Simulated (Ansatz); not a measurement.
# ClH₃NOSTa: how energies converge with the basis set

An exercise on one series of results from a longer session: the logs are not shown, and one member is left open.

Method: one geometry, several basis sets; program: Ansatz 0.2.0, Gaussian basis.

The runs, in order: PBE0-D4/def2-SVP; ωB97M-V/def2-SVP; PBE0-D4/def2-QZVPP; ωB97M-V/def2-QZVPP; the functionals' def2-TZVPP values are taken from earlier runs.

## The geometry

An earlier PBE0-D4 in a triple-zeta def2 set relaxation fixed the geometry. Ta takes the def2 core potential; no spin-orbit term is included.

SMILES `[NH2][Ta]([OH])(=[S])[Cl]`, 8 atoms, charge 0, spin multiplicity 1.

Atoms are counted from 1 here; the program's logs count them from 0.

Bond lengths: N1–Ta2 1.955 Å, N1–H6 1.011 Å, N1–H7 1.009 Å, Ta2–O3 1.886 Å, Ta2–S4 2.157 Å, Ta2–Cl5 2.308 Å, O3–H8 0.958 Å. Angles: Ta2–N1–H6 123.3°, Ta2–N1–H7 125.7°, H6–N1–H7 110.8°, N1–Ta2–O3 108.8°, N1–Ta2–S4 106.1°, N1–Ta2–Cl5 110.1°, O3–Ta2–S4 111.8°, O3–Ta2–Cl5 108.8°, S4–Ta2–Cl5 111.2°, Ta2–O3–H8 132.4°.

Set-up of the first run:

The input, in.yaml:

```yaml
crystal:
  periodic: [false, false, false]
  atoms:
    - {symbol: N, position_ang: [-0.817838, 1.233075, -0.062547]}
    - {symbol: Ta, position_ang: [0.444220, -0.225766, 0.256569]}
    - {symbol: O, position_ang: [0.332071, -1.451162, -1.172611]}
    - {symbol: S, position_ang: [-0.141051, -1.122235, 2.129620]}
    - {symbol: Cl, position_ang: [2.597576, 0.599407, 0.361678]}
    - {symbol: H, position_ang: [-0.895008, 1.717765, -0.946855]}
    - {symbol: H, position_ang: [-1.509948, 1.567129, 0.590866]}
    - {symbol: H, position_ang: [0.082279, -2.375312, -1.212520]}
basis:
  gaussian: {orbitals: def2-SVP}
hamiltonian: {xc: pbe0, dispersion: d4}
output: {orbitals: {seedname: orbitals}}
```

Steps of the session up to this table: PBE0-D4 in def2-SVP; ωB97M-V in def2-SVP; PBE0-D4 in def2-QZVPP; ωB97M-V in def2-QZVPP.

One table of the session follows, with a row left open; its other results are not shown here.

| functional | basis | HOMO (eV) | LUMO (eV) |
| --- | --- | --- | --- |
| PBE0-D4 | def2-SVP | -7.63 | -1.59 |
| PBE0-D4 | def2-TZVPP | -7.61 | -1.63 |
| PBE0-D4 | def2-QZVPP | -7.64 | -1.69 |
| ωB97M-V | def2-SVP | -9.67 | 0.54 |
| ωB97M-V | def2-TZVPP | -9.69 | 0.46 |
| ωB97M-V | def2-QZVPP | ? | ? |

Estimate the missing values for ωB97M-V, def2-QZVPP.

As computed: HOMO (eV): -9.73; LUMO (eV): 0.36. In the column «HOMO (eV)» it is the lowest.
